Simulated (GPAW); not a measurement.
# InSb3 in GPAW: the effect of strain hydrostatic

The system is InSb3.

```
Sb In
1.0
     4.61411    0.00000    0.00000
     0.00000    4.61411    0.00000
     0.00000    0.00000    4.61411
Sb In
3 1
Direct
  0.50000 0.50000 0.00000
  0.00000 0.50000 0.50000
  0.50000 0.00000 0.50000
  0.00000 0.00000 0.00000
```

The cell comes from a database or a generator and needn't be the stable form of this composition.

Alike in all runs:

| Quantity | Value |
| --- | --- |
| Program | GPAW 26.7.0 |
| Task | band structure |
| Functional | PBEsol |
| Potentials or basis | PAW data sets generated in the run's folder for this functional |
| Cutoff | 600 eV |
| Basis | pw |
| k mesh | 6 × 6 × 6 |
| Occupations | fermi-dirac, width 0.05 eV |
| Spin | no spin polarisation |
| Maxiter | 150 |
| Band path | GXMGRX,MR |
| Band points | 100 |

```csv
strain hydrostatic,pressure (GPa)
-0.04,4.7
-0.02,0.3
-0.01,-1.5
0,-3.0
0.01,-4.2
0.02,?
0.04,-6.8
```

What does the run with strain hydrostatic 0.02 give?

Pressure -5.3 GPa.

Worked out: A parabola through the other rows of the pressure, of slope -94.5 GPa per unit of strain hydrostatic there, gives -5.4 GPa, against the run's -5.3.

Caveats: the density grid can change from cell to cell, which puts small steps into energies and stress.

Runs at the PBE level aren't shown here.
